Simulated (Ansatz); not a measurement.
# In2GeO3: a trial structure relaxed

Aim: relax a trial structure of In2GeO3 and see where it ends.

Computed with Ansatz 0.2.0 (DFT PBE, scalar-relativistic, plane waves, PAW, unless a step's input says otherwise).

## (1) The structure to begin with

It takes space group P4/mmm (No. 123, tetragonal). The conventional cell has a = 4.411 Å, b = 4.411 Å, c = 4.903 Å, α = 90.00°, β = 90.00°, γ = 90.00°. In (site symmetry mmm) is surrounded by 2 Ge at 2.21 Å and 4 O at 2.44 Å. Around Ge (site symmetry 4/mmm) lie 4 In at 2.21 Å and 2 O at 2.45 Å. O (site symmetry 4mm) has 1 O at 2.07 Å and 4 In at 2.44 Å as nearest neighbours. Around O (site symmetry 4/mmm) lie 2 Ge at 2.45 Å.

As a file:

```xyz
6
Lattice="4.4110 0.0000 0.0000 0.0000 4.4110 0.0000 0.0000 0.0000 4.9034" Properties=species:S:1:pos:R:3 pbc="T T T"
In    0.0000    2.2055    2.4517
In    2.2055    0.0000    2.4517
Ge    2.2055    2.2055    2.4517
O     0.0000    0.0000    3.4887
O     0.0000    0.0000    1.4147
O     2.2055    2.2055    0.0000
```

The cell is invented: random cell by space group and Wyckoff sites (P4/mmm, No. 123). Its size is a rough estimate.

## (2) The guess as it stands, on a coarse mesh

Input file input.yaml:

```yaml
crystal:
  lattice:
    - [4.41096145, 0.0, 0.0]
    - [0.0, 4.41096145, 0.0]
    - [0.0, 0.0, 4.90340153]
  atoms:
    - { symbol: In, position: [0.0, 0.5, 0.5] }
    - { symbol: In, position: [0.5, 0.0, 0.5] }
    - { symbol: Ge, position: [0.5, 0.5, 0.5] }
    - { symbol: O, position: [0.0, 0.0, 0.71148982] }
    - { symbol: O, position: [0.0, 0.0, 0.28851018] }
    - { symbol: O, position: [0.5, 0.5, 0.0] }
basis:
  ecutwfc: 420
kpoints:
  mp_grid: { grid: [4, 4, 4] }
hamiltonian:
  xc: pbe
scf:
  occupations: { method: gaussian, width: 0.1 }
  lower_state_search: "off"
output:
  forces: true
  stress: true
  eigenvalues: true
```

Command:

```sh
> ansatz run input.yaml --threads 1 --pin off --max-ram 2560MiB --backend cpu --events-out ev --progress --plain --runs-dir out
```

The session goes on with these runs: coarse relaxation; relaxation on the finer mesh.

Q: Predict the outcome of this session. Wanted: conventional cell; volume; energy over the elements; gap on the mesh.

As calculated:

| quantity | value |
| --- | --- |
| symmetry at the end (tolerance 0.05 Å) | space group P4/mmm (No. 123) |
| conventional cell | a = 5.396 Å, b = 5.396 Å, c = 3.897 Å, α = 90.00°, β = 90.00°, γ = 90.00° |
| volume | 18.91 Å³/atom |
| energy over the elements (uncorrected; H, N, O, F and Cl as molecules) | -0.14 eV/atom |
| gap on the mesh | none (metal) |

In words: The space group P4/mmm (No. 123) is kept, and the volume per atom grows by 18.9 % from the first guess. It lies below the elements, which doesn't yet make it stable: competing phases were not computed in this session. No finished test with a distortion of lower symmetry is shown, so the end may be a saddle point.
